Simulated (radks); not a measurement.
# Nuclear size and the levels of As²⁹⁺

The task here is to estimate one member of a computed series from the others.

Method: Dirac Kohn-Sham, BLYP, spin-unpolarised, spherical densities, finite nucleus. Code: radks (a radial shooting solver on a logarithmic mesh, Libxc functionals) version 1.

### Starting point

- element: arsenic (Z = 33)
- charge: +29
- electrons: 4
- configuration: [He] 2s2
- nuclear rms radius: 4.0968 fm

The outer shells:

As²⁹⁺
```
[He] core
2s [↑↓]
```

Set-up of the first run:

Input:

```text
Z 33
configuration [He] 2s2 2p0 3s0
relativity Dirac
functional b88,lyp
spin unpolarised
j_filling energy
nucleus finite rms 4.0968 fm
c 137.035999084
```

Command:

```bash
python run_ks.py task.json out
```

This one command runs every case of the session in turn.

Among the steps run: rms radius 4.0968 fm.

One table of the session follows, with a row left open; its other results are not shown here.

It belongs to the step «rms radius 4.0968 fm». From the orbitals of this run (lengths in bohr):

| level | <r> | outermost maximum (interpolated) | 90 % within | nodes |
| --- | --- | --- | --- | --- |
| 1s1/2 | 0.04523 | 0.0297 | 0.0807 | 0 |
| 2s1/2 | 0.1866 | 0.162 | 0.286 | 1 |
| 2p1/2 | ? | ? | ? | ? |
| 2p3/2 | 0.1606 | 0.128 | 0.258 | 0 |
| 3s1/2 | 0.4376 | 0.420 | 0.631 | 2 |

Q: Estimate the row for 2p1/2 from the others.

As computed: <r>: 0.1575; outermost maximum (interpolated): 0.125; 90 % within: 0.254; nodes: 0. In the column «<r>» it lies between 1s1/2 (0.04523) and 2p3/2 (0.1606).
